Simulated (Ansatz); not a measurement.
# CHBrSe, SMILES [Se]=CBr: vertical and adiabatic energies of changing the electron count

Computed with the Python package of Ansatz (0.2.0).

The cells in order, each with its output:

**Cell 1**
```python
from dataclasses import dataclass
import itertools

import ansatz as az
from ase.data import atomic_numbers, covalent_radii
import numpy as np
```

**Cell 2**
```python
@dataclass(frozen=True)
class Settings:
    basis: str = "def2-SVP"
    functional: str = "PBE"
    net_charge: int = 1
```

**Cell 3**
```python
opts = Settings()
```

**Cell 4**
```python
GEOMETRY = """
Se    0.93880   -0.84540    1.40230
C    -0.13550   -0.10930   -0.09260
Br    0.02210    1.67070   -0.78110
H    -0.76980   -0.77630   -0.54890
"""
```

**Cell 5**
```python
mol = az.Crystal.molecule()
for line in GEOMETRY.strip().splitlines():
    symbol, *xyz = line.split()
    mol = mol.atom(symbol, [float(v) for v in xyz])

base = (
    mol.calculation()
    .basis(gaussian=opts.basis)
    .functional(opts.functional)
)
symbols = [site.symbol for site in mol.cartesian_sites]
start = np.array([site.position_ang for site in mol.cartesian_sites], dtype=float)
data = base.relax(force_tolerance=0.01, max_steps=100).run(threads=1, pin="off").report
end = np.array(data["positions_ang"])
```

**Cell 6**
```python
minimum = az.Crystal.molecule()
for symbol, place in zip(symbols, end):
    minimum = minimum.atom(symbol, place.tolist())
ion = (
    minimum.calculation()
    .basis(gaussian=opts.basis)  # the orbital basis, by name
    .functional(opts.functional)
    .charge(opts.net_charge)  # electrons removed from the neutral system
    .spin("collinear", total=1)
)
vertical = ion.run(threads=1, pin="off").report
settled = ion.relax(force_tolerance=0.01, max_steps=80).run(threads=1, pin="off").report
print(f"vertical ionisation energy   {vertical['free_energy_ev'] - data['free_energy_ev']:.3f} eV")
print(f"adiabatic, no zero point     {settled['free_energy_ev'] - data['free_energy_ev']:.3f} eV")
print(f"relaxation energy of the ion {vertical['free_energy_ev'] - settled['free_energy_ev']:.3f} eV")
ionised = np.array(settled["positions_ang"])
# pairs closer than 1.2 times the sum of covalent radii, before or after
radius = [covalent_radii[atomic_numbers[s]] for s in symbols]
span = lambda where, i, j: np.linalg.norm(where[i] - where[j])
bonded = [(i, j) for i, j in itertools.combinations(range(len(symbols)), 2) if min(span(end, i, j), span(ionised, i, j)) < 1.2 * (radius[i] + radius[j])]
print("pair        before    after (A)")
for i, j in bonded:
    print(f"{symbols[i]}{i}-{symbols[j]}{j}".ljust(10), f"{span(end, i, j):8.4f} {span(ionised, i, j):8.4f}")
for first, second in list(itertools.combinations(bonded, 2)):
    shared = set(first) & set(second)
    if shared and symbols[(j := shared.pop())] != "H":
        i, k = sorted((set(first) | set(second)) - {j})
        u, v = ionised[i] - ionised[j], ionised[k] - ionised[j]
        angle = np.degrees(np.arccos(np.clip(u @ v / np.linalg.norm(u) / np.linalg.norm(v), -1, 1)))
        print(f"final angle {symbols[i]}{i}-{symbols[j]}{j}-{symbols[k]}{k}: {angle:.2f} deg")
```
Output:
```text
vertical ionisation energy   8.910 eV
adiabatic, no zero point     8.808 eV
relaxation energy of the ion 0.102 eV
pair        before    after (A)
Se0-C1       1.7545   1.7870
C1-Br2       1.9036   1.8231
C1-H3        1.1052   1.1115
final angle Se0-C1-Br2: 123.08 deg
final angle Se0-C1-H3: 119.80 deg
final angle Br2-C1-H3: 117.12 deg
```

The energies are electronic: no zero-point or thermal terms, and the basis set is short of its limit. The product may relax into another structure. The relaxation finds the nearest minimum, so the adiabatic value is an upper bound. Run time: 54 s on 1 thread of Arm Neoverse V1, on a shared host, peak memory 0.24 GiB.
